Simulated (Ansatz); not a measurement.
**Ti (Titanium): how the settings move a relaxation**

Aim: see which settings change the result for Ti (Titanium), by how much, and at what cost.

Computed with Ansatz 0.2.0 (reference: DFT, PBEsol, PAW with Ansatz's default frozen-core files, scalar-relativistic; relaxation of cell and atoms, unless a step's input says otherwise).

### 1 The system as given

The structure is hexagonal, space group P6_3/mmc (No. 194). The conventional cell has a = 2.950 Å, b = 2.950 Å, c = 4.680 Å, α = 90.00°, β = 90.00°, γ = 120.00°. Around Ti (site symmetry -6m2) lie 12 Ti at 2.89 to 2.95 Å.

As a file:

```
CELL_PARAMETERS angstrom
2.95000 0.00000 0.00000
-1.47500 2.55477 0.00000
0.00000 0.00000 4.68000
ATOMIC_POSITIONS crystal
Ti 0.33333 0.66667 0.25000
Ti 0.66667 0.33333 0.75000
```

### 2 Baseline

Input file input.yaml:

```yaml
crystal:
  lattice:
    - [2.95000000002, 0.0, 0.0]
    - [-1.47500000001, 2.55477494118, 0.0]
    - [0.0, 0.0, 4.68]
  atoms:
    - { symbol: Ti, position: [0.333333333333, 0.666666666667, 0.25] }
    - { symbol: Ti, position: [0.666666666667, 0.333333333333, 0.75] }
kpoints:
  mp_grid: { grid: [14, 14, 8] }
scf:
  occupations: { method: fermi_dirac, width: 0.1 }
hamiltonian:
  xc: pbesol
  pseudopotentials: { kind: paw }
relax:
  f_tol: 0.002
  max_steps: 80
  cell: {}
output:
  forces: true
  stress: true
```

Started as:

```sh
ansatz run input.yaml --threads 1 --pin off --max-ram 3072MiB --backend cpu --events-out ev --progress --plain --runs-dir out
```

The main lines of its log:

```text
[...]
Basis set: ecut = 420 eV, 687 PW (Γ), exchange–correlation on 40×40×64 points (8 copies of the dense FFT grid, shifted against one another)
[...]
k-points: 120 of 1568
[...]
SCF iter   1: F=—  HF=-4947.801023 eV  |F-HF|=—  |Δ(HF+E_count)|=         —  Δρ=7.58e-3  dr2=1.55e-2  ethr=1.77e-3  ⟨swp⟩=4.5  Hψ=17725  notcnv=0
[...]
preconditioner: auto → none  [metal: Δε(μ)=0.001 eV  Ē_g=4.119 eV  σ=0.100 eV  W_gap=0.00  n_scr=8 (ndim 8)  ℏωp=17.7 eV  f_vac=0.000  D(μ)=2.20/eV (n_scr^D=22)  sad-step TF]
SCF iter   2: F=—  HF=-4947.796744 eV  |F-HF|=—  |Δ(HF+E_count)|=   4.28e-3  Δρ=3.86e-3  dr2=4.46e-3  ethr=6.47e-5  ⟨swp⟩=1.8  Hψ=3566  notcnv=0
[...]
relax step   1: F+E_penalty+E_count = -4947.79548902 eV  Δ(F+E_penalty+E_count) = +0.000e0 eV  max|allowed force component| = 4.441e-16 eV/Å  Δτ_max = 0.0000 Å  P = -5.601 GPa  Ω = 35.271 Å³  (6 SCF iters, dr2 threshold 1.00e-7 eV, accepted)
[...]
Basis set: ecut = 420 eV, 615 PW (Γ), exchange–correlation on 40×40×64 points (8 copies of the dense FFT grid, shifted against one another)
[...]
relax step   2: F+E_penalty+E_count = -4947.77314264 eV  Δ(F+E_penalty+E_count) = +2.235e-2 eV  max|allowed force component| = 7.401e-17 eV/Å  Δτ_max = 0.0000 Å  P = +8.681 GPa  Ω = 31.366 Å³  energy of the carried Pulay correction = +2.351e-4 eV  (6 SCF iters
[...]
Basis set: ecut = 420 eV, 639 PW (Γ), exchange–correlation on 40×40×64 points (8 copies of the dense FFT grid, shifted against one another)
[...]
relax step   3: F+E_penalty+E_count = -4947.82777165 eV  Δ(F+E_penalty+E_count) = -3.228e-2 eV  max|allowed force component| = 5.736e-16 eV/Å  Δτ_max = 0.0000 Å  P = -0.498 GPa  Ω = 33.632 Å³  energy of the carried Pulay correction = +9.554e-5 eV  (6 SCF iters
[...]
Basis set: ecut = 420 eV, 627 PW (Γ), exchange–correlation on 40×40×64 points (8 copies of the dense FFT grid, shifted against one another)
[...]
relax step   4: F+E_penalty+E_count = -4947.82802001 eV  Δ(F+E_penalty+E_count) = -2.484e-4 eV  max|allowed force component| = 1.388e-16 eV/Å  Δτ_max = 0.0000 Å  P = +0.035 GPa  Ω = 33.480 Å³  energy of the carried Pulay correction = +1.046e-4 eV  (6 SCF iters
[...]
relax step   5: F+E_penalty+E_count = -4947.82802405 eV  Δ(F+E_penalty+E_count) = -4.035e-6 eV  max|allowed force component| = 8.234e-16 eV/Å  Δτ_max = 0.0000 Å  P = +0.005 GPa  Ω = 33.489 Å³  energy of the carried Pulay correction = +1.041e-4 eV  (6 SCF iters
[...]
SCF iter   7: F=-4947.827921 eV  HF=-4947.827921 eV  |F-HF|=0.00e0  |Δ(HF+E_count)|=    0.00e0  Δρ=5.27e-10  dr2=4.80e-17  ethr=1.00e-12  ⟨swp⟩=1.0  Hψ=2400  notcnv=0
SCF iter   8: F=-4947.827921 eV  HF=-4947.827921 eV  |F-HF|=0.00e0  |Δ(HF+E_count)|=  9.09e-13  Δρ=5.24e-11  dr2=4.98e-19  ethr=1.00e-12  ⟨swp⟩=1.0  Hψ=5280  notcnv=0
[...]
relax step   6: F+E_penalty+E_count = -4947.82792061 eV  Δ(F+E_penalty+E_count) = +1.034e-4 eV  max|allowed force component| = 7.587e-16 eV/Å  Δτ_max = 0.0000 Å  P = +0.009 GPa  Ω = 33.489 Å³  stress off target by 2.11e-2 GPa  SCF on the basis re-selected at t
[...]
SCF converged after 8 iterations
Free energy (F): -4947.827921 eV
[...]
E sigma→0 (E₀):  -4947.790818 eV
[...]
Fermi energy:    13.816822 eV
[...]
  P = ⅓ Tr σ = 0.0087 GPa (0.087 kbar)
--- Relaxed structure (5 steps of the walk, 4 accepted, 1 SCFs on fresh bases) ---
[...]
```

It took 26 s on 1 thread of Arm Neoverse V1, shared host; peak memory 0.35 GiB.

### 3 Changing settings: mixing.algorithm broyden, mixing.beta 0.05

input.yaml, as its differences from that of step 2:

```diff
@@ -12,2 +12,3 @@
   occupations: { method: fermi_dirac, width: 0.1 }
+  mixing: { algorithm: broyden, beta: 0.05 }
 hamiltonian:
```

Started as:

```sh
ansatz run input.yaml --threads 1 --pin off --max-ram 3072MiB --backend cpu --events-out ev --progress --plain --runs-dir out
```

The program printed:

```text
Engine: ansatz 0.2.0
Pseudopotentials: kind: paw
Pseudopotential: Ti, paw, valence charge 12, recommended cutoff 420 eV (normal), Ti.paw.azcp
Functional definition: PBEsol
  exchange = pbesol_x
  correlation = pbesol_c
Crystal: 2 atoms, lattice volume = 35.271 Å³
Basis set: ecut = 420 eV, 687 PW (Γ), exchange–correlation on 40×40×64 points (8 copies of the dense FFT grid, shifted against one another)
Bands: 16, of which v1, the nominal top of the filled ones, is band 12 counted from 1 (11 counted from 0)
Symmetry: 24 space group operations
Space group: P63/mmc (ITA 194), of the structure as read, at distance tolerance 3.3e-5 Å
k-points: 120 of 1568
Non-local potential: Ti, projectors of the file, l = 0: 3, l = 1: 2, l = 2: 3, l = 3: 1
PAW form: soft (Blöchl's): semilocal exchange-correlation on the pseudo side does not see the compensation charge
PAW frozen core: Ti, regenerated for the run's functional, and the local potential with it (the file was generated under x = pbe(κ = 0.804, μ = 0.2195149727645171), c = pbe(β = 0.06672455060314922))
PAW one-centre angular grid: Ti, 590 points (default); XC on 64 Gauss nodes
Initial density: superposition of atomic densities (neutral atoms: chi_scale 0, normalization atom), corrected by the library's trained network
Initial wavefunctions: pseudopotential atomic-orbital guess
Functional: x = pbesol(κ = 0.804, μ = 0.12345679012345678), c = pbesol(β = 0.046)
SCF iter   1: F=—  HF=-4947.801016 eV  |F-HF|=—  |Δ(HF+E_count)|=         —  Δρ=7.58e-3  dr2=1.55e-2  ethr=1.77e-3  ⟨swp⟩=4.5  Hψ=17724  notcnv=0
automatic band count: the SCF goes on with 20 bands, as 16 were too few: the levels above may hold too much charge
preconditioner: auto → none  [metal: Δε(μ)=0.001 eV  Ē_g=4.119 eV  σ=0.100 eV  W_gap=0.00  n_scr=8 (ndim 8)  ℏωp=17.7 eV  f_vac=0.000  D(μ)=2.20/eV (n_scr^D=22)  sad-step TF]
SCF iter   2: F=—  HF=-4947.799634 eV  |F-HF|=—  |Δ(HF+E_count)|=   1.38e-3  Δρ=7.10e-3  dr2=1.37e-2  ethr=6.47e-5  ⟨swp⟩=1.0  Hψ=3360  notcnv=0  κ⁻¹=1.0e0(r=1)
SCF iter   3: F=—  HF=-4947.795711 eV  |F-HF|=—  |Δ(HF+E_count)|=   3.92e-3  Δρ=1.78e-3  dr2=5.76e-4  ethr=5.71e-5  ⟨swp⟩=2.0  Hψ=4388  notcnv=0  κ⁻¹=2.4e-5(r=2)
SCF iter   4: F=—  HF=-4947.795486 eV  |F-HF|=—  |Δ(HF+E_count)|=   2.25e-4  Δρ=1.29e-3  dr2=2.26e-4  ethr=2.40e-6  ⟨swp⟩=2.1  Hψ=3679  notcnv=0  κ⁻¹=2.1e-5(r=3)
SCF iter   5: F=—  HF=-4947.795479 eV  |F-HF|=—  |Δ(HF+E_count)|=   7.18e-6  Δρ=2.95e-4  dr2=1.07e-5  ethr=9.42e-7  ⟨swp⟩=2.9  Hψ=3770  notcnv=0  κ⁻¹=4.8e-7(r=4)
SCF iter   6: F=—  HF=-4947.795481 eV  |F-HF|=—  |Δ(HF+E_count)|=   2.00e-6  Δρ=2.70e-4  dr2=9.64e-6  ethr=4.47e-8  ⟨swp⟩=1.0  Hψ=2381  notcnv=0  κ⁻¹=4.8e-7(r=5)
SCF iter   7: F=—  HF=-4947.795488 eV  |F-HF|=—  |Δ(HF+E_count)|=   7.63e-6  Δρ=4.33e-5  dr2=6.11e-7  ethr=4.02e-8  ⟨swp⟩=2.6  Hψ=4108  notcnv=0  κ⁻¹=8.9e-10(r=6)
SCF iter   8: F=—  HF=-4947.795489 eV  |F-HF|=—  |Δ(HF+E_count)|=   1.89e-7  Δρ=3.74e-5  dr2=4.10e-7  ethr=2.55e-9  ⟨swp⟩=1.0  Hψ=2381  notcnv=0  κ⁻¹=8.5e-10(r=7)
SCF iter   9: F=-4947.795489 eV  HF=-4947.795489 eV  |F-HF|=7.49e-9  |Δ(HF+E_count)|=   5.08e-7  Δρ=5.45e-6  dr2=1.03e-8  ethr=4.17e-10  ⟨swp⟩=2.8  Hψ=7590  notcnv=0
SCF 1 converged in 9 iterations: F = -4947.795489 eV  dr2 = 1.03e-8
relax step   1: F+E_penalty+E_count = -4947.79548902 eV  Δ(F+E_penalty+E_count) = +0.000e0 eV  max|allowed force component| = 4.533e-16 eV/Å  Δτ_max = 0.0000 Å  P = -5.601 GPa  Ω = 35.271 Å³  (9 SCF iters, dr2 threshold 1.00e-7 eV, accepted)
Crystal: 2 atoms, lattice volume = 31.366 Å³
Basis set: ecut = 420 eV, 615 PW (Γ), exchange–correlation on 40×40×64 points (8 copies of the dense FFT grid, shifted against one another)
Bands: 20, of which v1, the nominal top of the filled ones, is band 12 counted from 1 (11 counted from 0)
Initial density: handed on by an earlier stage of this run
Initial wavefunctions: those handed on with the density
iter 1 solved again at ethr=2.48e-5 eV; its pass at ethr=3.10e-3 eV (dr2=5.95e-3 eV) is discarded
SCF iter   1: F=—  HF=-4947.772980 eV  |F-HF|=—  |Δ(HF+E_count)|=         —  Δρ=4.45e-3  dr2=5.98e-3  ethr=2.48e-5  ⟨swp⟩=1.1  Hψ=13726  notcnv=0
preconditioner: auto → none  [metal: Δε(μ)=0.024 eV  Ē_g=4.606 eV  σ=0.100 eV  W_gap=0.06  n_scr=8 (ndim 8)  ℏωp=18.8 eV  f_vac=0.000  D(μ)=1.99/eV (n_scr^D=22)]
SCF iter   2: F=—  HF=-4947.772731 eV  |F-HF|=—  |Δ(HF+E_count)|=   2.49e-4  Δρ=4.01e-3  dr2=4.75e-3  ethr=2.48e-5  ⟨swp⟩=1.0  Hψ=2400  notcnv=0  κ⁻¹=1.0e0(r=1)
SCF iter   3: F=—  HF=-4947.772451 eV  |F-HF|=—  |Δ(HF+E_count)|=   2.80e-4  Δρ=1.77e-3  dr2=3.85e-4  ethr=1.98e-5  ⟨swp⟩=2.9  Hψ=4204  notcnv=0  κ⁻¹=3.6e-6(r=2)
SCF iter   4: F=—  HF=-4947.773219 eV  |F-HF|=—  |Δ(HF+E_count)|=   7.67e-4  Δρ=9.37e-4  dr2=2.48e-4  ethr=1.60e-6  ⟨swp⟩=2.0  Hψ=4674  notcnv=0  κ⁻¹=4.3e-7(r=3)
SCF iter   5: F=—  HF=-4947.773121 eV  |F-HF|=—  |Δ(HF+E_count)|=   9.79e-5  Δρ=1.99e-4  dr2=6.06e-6  ethr=1.03e-6  ⟨swp⟩=2.1  Hψ=3493  notcnv=0  κ⁻¹=3.7e-7(r=4)
SCF iter   6: F=—  HF=-4947.773139 eV  |F-HF|=—  |Δ(HF+E_count)|=   1.84e-5  Δρ=4.63e-5  dr2=3.98e-7  ethr=2.52e-8  ⟨swp⟩=2.3  Hψ=3303  notcnv=0  κ⁻¹=8.5e-8(r=5)
SCF iter   7: F=—  HF=-4947.773139 eV  |F-HF|=—  |Δ(HF+E_count)|=   9.93e-8  Δρ=4.50e-5  dr2=3.54e-7  ethr=8.33e-10  ⟨swp⟩=3.0  Hψ=5767  notcnv=0  κ⁻¹=3.1e-8(r=6)
SCF iter   8: F=-4947.773140 eV  HF=-4947.773140 eV  |F-HF|=2.22e-9  |Δ(HF+E_count)|=   7.03e-7  Δρ=4.41e-6  dr2=2.24e-9  ethr=8.33e-10  ⟨swp⟩=2.1  Hψ=7691  notcnv=0
SCF 2 converged in 8 iterations: F = -4947.773140 eV  dr2 = 2.24e-9
relax step   2: F+E_penalty+E_count = -4947.77313978 eV  Δ(F+E_penalty+E_count) = +2.235e-2 eV  max|allowed force component| = 4.348e-16 eV/Å  Δτ_max = 0.0000 Å  P = +8.682 GPa  Ω = 31.366 Å³  energy of the carried Pulay correction = +2.351e-4 eV  (8 SCF iters, dr2 threshold 2.00e-7 eV, rejected (line search))
Crystal: 2 atoms, lattice volume = 33.632 Å³
Basis set: ecut = 420 eV, 639 PW (Γ), exchange–correlation on 40×40×64 points (8 copies of the dense FFT grid, shifted against one another)
iter 1 solved again at ethr=8.76e-6 eV; its pass at ethr=3.10e-3 eV (dr2=2.10e-3 eV) is discarded
SCF iter   1: F=—  HF=-4947.827593 eV  |F-HF|=—  |Δ(HF+E_count)|=         —  Δρ=2.53e-3  dr2=2.14e-3  ethr=8.76e-6  ⟨swp⟩=1.0  Hψ=12242  notcnv=0
preconditioner: auto → none  [metal: Δε(μ)=0.012 eV  Ē_g=4.257 eV  σ=0.100 eV  W_gap=0.03  n_scr=8 (ndim 8)  ℏωp=18.1 eV  f_vac=0.000  D(μ)=2.18/eV (n_scr^D=22)]
SCF iter   2: F=—  HF=-4947.827515 eV  |F-HF|=—  |Δ(HF+E_count)|=   7.78e-5  Δρ=2.29e-3  dr2=1.70e-3  ethr=8.76e-6  ⟨swp⟩=1.0  Hψ=2400  notcnv=0  κ⁻¹=1.0e0(r=1)
SCF iter   3: F=—  HF=-4947.827497 eV  |F-HF|=—  |Δ(HF+E_count)|=   1.85e-5  Δρ=1.10e-3  dr2=1.64e-4  ethr=7.09e-6  ⟨swp⟩=2.8  Hψ=4050  notcnv=0  κ⁻¹=5.7e-7(r=2)
SCF iter   4: F=—  HF=-4947.829042 eV  |F-HF|=—  |Δ(HF+E_count)|=   1.54e-3  Δρ=3.36e-3  dr2=3.45e-3  ethr=6.84e-7  ⟨swp⟩=2.2  Hψ=4859  notcnv=0  κ⁻¹=8.7e-8(r=3)
SCF iter   5: F=—  HF=-4947.827760 eV  |F-HF|=—  |Δ(HF+E_count)|=   1.28e-3  Δρ=2.11e-4  dr2=1.08e-5  ethr=6.84e-7  ⟨swp⟩=2.1  Hψ=4525  notcnv=0  κ⁻¹=5.1e-8(r=4)
SCF iter   6: F=—  HF=-4947.827774 eV  |F-HF|=—  |Δ(HF+E_count)|=   1.38e-5  Δρ=9.93e-5  dr2=3.26e-6  ethr=4.52e-8  ⟨swp⟩=1.2  Hψ=2476  notcnv=0  κ⁻¹=2.7e-8(r=5)
SCF iter   7: F=—  HF=-4947.827774 eV  |F-HF|=—  |Δ(HF+E_count)|=   9.05e-8  Δρ=9.54e-5  dr2=2.28e-6  ethr=1.36e-8  ⟨swp⟩=2.0  Hψ=4029  notcnv=0  κ⁻¹=2.1e-8(r=6)
SCF iter   8: F=—  HF=-4947.827772 eV  |F-HF|=—  |Δ(HF+E_count)|=   2.10e-6  Δρ=5.28e-5  dr2=8.43e-7  ethr=9.51e-9  ⟨swp⟩=2.5  Hψ=3425  notcnv=0  κ⁻¹=5.2e-10(r=7)
SCF iter   9: F=—  HF=-4947.827772 eV  |F-HF|=—  |Δ(HF+E_count)|=   2.76e-7  Δρ=1.70e-6  dr2=3.37e-10  ethr=3.51e-9  ⟨swp⟩=3.0  Hψ=4353  notcnv=0  κ⁻¹=7.7e-11(r=8)
SCF iter  10: F=—  HF=-4947.827772 eV  |F-HF|=—  |Δ(HF+E_count)|=   1.76e-9  Δρ=3.99e-6  dr2=4.18e-9  ethr=1.40e-12  ⟨swp⟩=2.1  Hψ=4121  notcnv=0  κ⁻¹=4.3e-11(r=8)
SCF iter  11: F=-4947.827772 eV  HF=-4947.827772 eV  |F-HF|=4.55e-12  |Δ(HF+E_count)|=   1.58e-9  Δρ=1.71e-7  dr2=7.05e-12  ethr=1.00e-12  ⟨swp⟩=4.0  Hψ=10311  notcnv=0
SCF 3 converged in 11 iterations: F = -4947.827772 eV  dr2 = 7.05e-12
relax step   3: F+E_penalty+E_count = -4947.82777166 eV  Δ(F+E_penalty+E_count) = -3.228e-2 eV  max|allowed force component| = 4.447e-16 eV/Å  Δτ_max = 0.0000 Å  P = -0.498 GPa  Ω = 33.632 Å³  energy of the carried Pulay correction = +9.554e-5 eV  (11 SCF iters, accepted)
Crystal: 2 atoms, lattice volume = 33.480 Å³
Basis set: ecut = 420 eV, 627 PW (Γ), exchange–correlation on 40×40×64 points (8 copies of the dense FFT grid, shifted against one another)
iter 1 solved again at ethr=3.41e-8 eV; its pass at ethr=3.10e-3 eV (dr2=8.18e-6 eV) is discarded
SCF iter   1: F=—  HF=-4947.828021 eV  |F-HF|=—  |Δ(HF+E_count)|=         —  Δρ=1.83e-4  dr2=1.14e-5  ethr=3.41e-8  ⟨swp⟩=2.0  Hψ=12015  notcnv=0
preconditioner: auto → none  [metal: Δε(μ)=0.017 eV  Ē_g=4.295 eV  σ=0.100 eV  W_gap=0.04  n_scr=8 (ndim 8)  ℏωp=18.2 eV  f_vac=0.000  D(μ)=2.14/eV (n_scr^D=22)]
SCF iter   2: F=—  HF=-4947.828020 eV  |F-HF|=—  |Δ(HF+E_count)|=   5.53e-7  Δρ=1.64e-4  dr2=8.94e-6  ethr=3.41e-8  ⟨swp⟩=1.0  Hψ=2400  notcnv=0  κ⁻¹=1.0e0(r=1)
SCF iter   3: F=—  HF=-4947.828019 eV  |F-HF|=—  |Δ(HF+E_count)|=   1.01e-6  Δρ=7.30e-5  dr2=7.65e-7  ethr=3.41e-8  ⟨swp⟩=2.9  Hψ=4237  notcnv=0  κ⁻¹=1.8e-5(r=2)
SCF iter   4: F=—  HF=-4947.828020 eV  |F-HF|=—  |Δ(HF+E_count)|=   9.04e-7  Δρ=3.47e-5  dr2=2.32e-7  ethr=8.33e-10  ⟨swp⟩=4.0  Hψ=6339  notcnv=0  κ⁻¹=2.0e-6(r=3)
SCF iter   5: F=-4947.828020 eV  HF=-4947.828020 eV  |F-HF|=2.07e-8  |Δ(HF+E_count)|=   1.18e-7  Δρ=6.26e-6  dr2=4.36e-9  ethr=8.33e-10  ⟨swp⟩=4.0  Hψ=6285  notcnv=0
SCF 4 converged in 5 iterations: F = -4947.828020 eV  dr2 = 4.36e-9
relax step   4: F+E_penalty+E_count = -4947.82802001 eV  Δ(F+E_penalty+E_count) = -2.483e-4 eV  max|allowed force component| = 1.573e-16 eV/Å  Δτ_max = 0.0000 Å  P = +0.036 GPa  Ω = 33.480 Å³  energy of the carried Pulay correction = +1.046e-4 eV  (5 SCF iters, dr2 threshold 2.00e-7 eV, accepted)
Crystal: 2 atoms, lattice volume = 33.489 Å³
iter 1 solved again at ethr=1.26e-10 eV; its pass at ethr=3.10e-3 eV (dr2=3.04e-8 eV) is discarded
SCF iter   1: F=—  HF=-4947.828024 eV  |F-HF|=—  |Δ(HF+E_count)|=         —  Δρ=1.91e-5  dr2=6.65e-8  ethr=1.26e-10  ⟨swp⟩=3.6  Hψ=12861  notcnv=0
preconditioner: auto → none  [metal: Δε(μ)=0.016 eV  Ē_g=4.292 eV  σ=0.100 eV  W_gap=0.04  n_scr=8 (ndim 8)  ℏωp=18.1 eV  f_vac=0.000  D(μ)=2.15/eV (n_scr^D=22)]
SCF iter   2: F=—  HF=-4947.828024 eV  |F-HF|=—  |Δ(HF+E_count)|=   1.52e-9  Δρ=1.79e-5  dr2=5.69e-8  ethr=1.26e-10  ⟨swp⟩=1.0  Hψ=2400  notcnv=0  κ⁻¹=1.0e0(r=1)
SCF iter   3: F=-4947.828024 eV  HF=-4947.828024 eV  |F-HF|=1.30e-9  |Δ(HF+E_count)|=   4.45e-9  Δρ=6.38e-6  dr2=3.29e-9  ethr=4.17e-11  ⟨swp⟩=2.0  Hψ=7242  notcnv=0
SCF 5 converged in 3 iterations: F = -4947.828024 eV  dr2 = 3.29e-9
relax step   5: F+E_penalty+E_count = -4947.82802404 eV  Δ(F+E_penalty+E_count) = -4.027e-6 eV  max|allowed force component| = 4.661e-16 eV/Å  Δτ_max = 0.0000 Å  P = +0.005 GPa  Ω = 33.489 Å³  energy of the carried Pulay correction = +1.041e-4 eV  (3 SCF iters, dr2 threshold 1.00e-8 eV, accepted)
Initial wavefunctions: pseudopotential atomic-orbital guess (no wavefunctions were taken with the density)
iter 1 solved again at ethr=8.13e-10 eV; its pass at ethr=3.10e-3 eV (dr2=1.95e-7 eV) is discarded
SCF iter   1: F=—  HF=-4947.827921 eV  |F-HF|=—  |Δ(HF+E_count)|=         —  Δρ=3.17e-5  dr2=4.29e-8  ethr=8.13e-10  ⟨swp⟩=3.0  Hψ=16033  notcnv=0
SCF iter   2: F=—  HF=-4947.827921 eV  |F-HF|=—  |Δ(HF+E_count)|=   1.68e-9  Δρ=3.01e-5  dr2=3.86e-8  ethr=1.79e-10  ⟨swp⟩=1.0  Hψ=2400  notcnv=0  κ⁻¹=1.0e0(r=1)
SCF iter   3: F=—  HF=-4947.827921 eV  |F-HF|=—  |Δ(HF+E_count)|=   2.43e-8  Δρ=2.86e-6  dr2=7.45e-10  ethr=1.61e-10  ⟨swp⟩=2.2  Hψ=3681  notcnv=0  κ⁻¹=1.8e-6(r=2)
SCF iter   4: F=—  HF=-4947.827921 eV  |F-HF|=—  |Δ(HF+E_count)|=  1.30e-10  Δρ=2.24e-6  dr2=4.03e-10  ethr=3.11e-12  ⟨swp⟩=1.5  Hψ=3111  notcnv=0  κ⁻¹=8.4e-7(r=3)
SCF iter   5: F=—  HF=-4947.827921 eV  |F-HF|=—  |Δ(HF+E_count)|=  1.16e-10  Δρ=1.08e-6  dr2=1.86e-10  ethr=1.68e-12  ⟨swp⟩=2.6  Hψ=3618  notcnv=0  κ⁻¹=5.8e-7(r=4)
SCF iter   6: F=-4947.827921 eV  HF=-4947.827921 eV  |F-HF|=3.64e-12  |Δ(HF+E_count)|=  2.64e-11  Δρ=3.22e-7  dr2=6.80e-12  ethr=1.00e-12  ⟨swp⟩=3.1  Hψ=8726  notcnv=0
SCF 6 converged in 6 iterations: F = -4947.827921 eV  dr2 = 6.80e-12
relax step   6: F+E_penalty+E_count = -4947.82792060 eV  Δ(F+E_penalty+E_count) = +1.034e-4 eV  max|allowed force component| = 4.661e-16 eV/Å  Δτ_max = 0.0000 Å  P = +0.008 GPa  Ω = 33.489 Å³  stress off target by 2.06e-2 GPa  SCF on the basis re-selected at this cell (its energy is not comparable with the rows above)  (6 SCF iters)
basis re-selected at this cell: Δ(F+E_penalty+E_count) = +1.034e-4 eV, ΔP = +0.003 GPa vs the last step (what re-selecting the basis moved, of the pressure what is left beyond the Pulay correction that the steps carried, after the strain that the cell walked since its last selection, with what the two solves' SCF thresholds leave and, on support functions, any second-order correction that the steps lacked; it is no measure of the basis error at this ecutwfc). This SCF's stress stands 2.06e-2 GPa from its target on what of the cell is left free (relax.cell.stress_tol is 5.00e-2 GPa) and its largest allowed force component is 4.66e-16 eV/Å (relax.f_tol is 2.00e-3 eV/Å): within both
SCF converged after 6 iterations
Stability not checked: this state was not tested for a lower state beside it, because the mixer in use, unlike msr1, does not test its closes by its own steps (another_mixer; see scf.mixing.algorithm and scf.lower_state_search)
Free energy (F): -4947.827921 eV
Harris-Foulkes:  -4947.827921 eV  (|F-HF|=3.64e-12)
Internal energy: -4947.753715 eV  (E = F + TS)
E sigma→0 (E₀):  -4947.790818 eV
Entropy (-TS):   -0.074205 eV (-37.103 meV/atom)
Fermi energy:    13.816749 eV
--- Per-component energies (eV) ---
  E_band       = -300.465411
  E_kinetic    = 546.109131
  E_local      = -1586.327195  (includes V_loc(G=0)·N_el)
  E_nonlocal   = 18.823377
  E_hartree    = 652.904729
  E_xc         = -193.854267
  E_vxc        = -243.613490  (∫ρ·V_xc dr)
  E_paw        = -2045.132857  (= ΣΔE_a)
  E_vpaw       = -341.266965  (= ΣTr[D̂ρ^β])
  E_aug_tail   = 0.000212  (compensation charges beyond the density's cutoff)
  E_ewald      = -2340.555613
  E_core_change = 0.278769  (= ΣΔE_core)
  E_smearing   = -0.074205  (= −TS)
  E_closure    = 0.000000  (closes the sum)
  Σ components = -4947.827921   (vs F -4947.827921, Δ=0.00e0)
--- Forces (eV/Å), atoms counted from 1 ---
  atom   1  Ti     0.00000000    -0.00000000    -0.00000000
  atom   2  Ti    -0.00000000     0.00000000     0.00000000
  max |Σ_I F_I| component: 1.11e-16 eV/Å
--- Stress (GPa, compression-positive) ---
        0.020581       0.000000      -0.000000
        0.000000       0.020581       0.000000
       -0.000000       0.000000      -0.016612
  P = ⅓ Tr σ = 0.0082 GPa (0.082 kbar)
--- Relaxed structure (5 steps of the walk, 4 accepted, 1 SCFs on fresh bases) ---
  F+E_penalty+E_count = -4947.82792060 eV   max|allowed force component| = 4.661e-16 eV/Å   (the final SCF, on the basis selected at the relaxed cell)
  cell:  # Å, volume = 33.4887 Å³
    - [2.901229043883783, -2.309906491290741e-34, -5.774766228226852e-35]
    - [-1.4506145219418916, 2.5125380542005944, 2.476717047781736e-34]
    - [-1.8322648100288763e-34, 4.008079271938167e-34, 4.594132455057294]
  atoms:
    - { symbol: Ti, position: [0.3333333333333333, 0.6666666666666666, 0.25] }
    - { symbol: Ti, position: [0.6666666666666667, 0.3333333333333333, 0.75] }
```

Run time: 26 s. Hardware: 1 thread of Arm Neoverse V1, shared host; peak memory 0.35 GiB.

With the changed mixing the energy agrees within 0.5 meV/atom. Cost: 42 SCF cycles against 38.

### 4 Comparison

```tsv
run	ending	energy change	pressure (GPa)	gap (eV)	force (eV/Å)	cycles	time
reference	converged	0	0.0	0.00	0.00	38	26 s
1: mixing.algorithm broyden, mixing.beta 0.05	converged	0.0 meV/atom	0.0	0.00	0.00	42	26 s
```

What this shows: With the changed mixing the energy agrees within 0.5 meV/atom. Cost: 42 SCF cycles against 38.
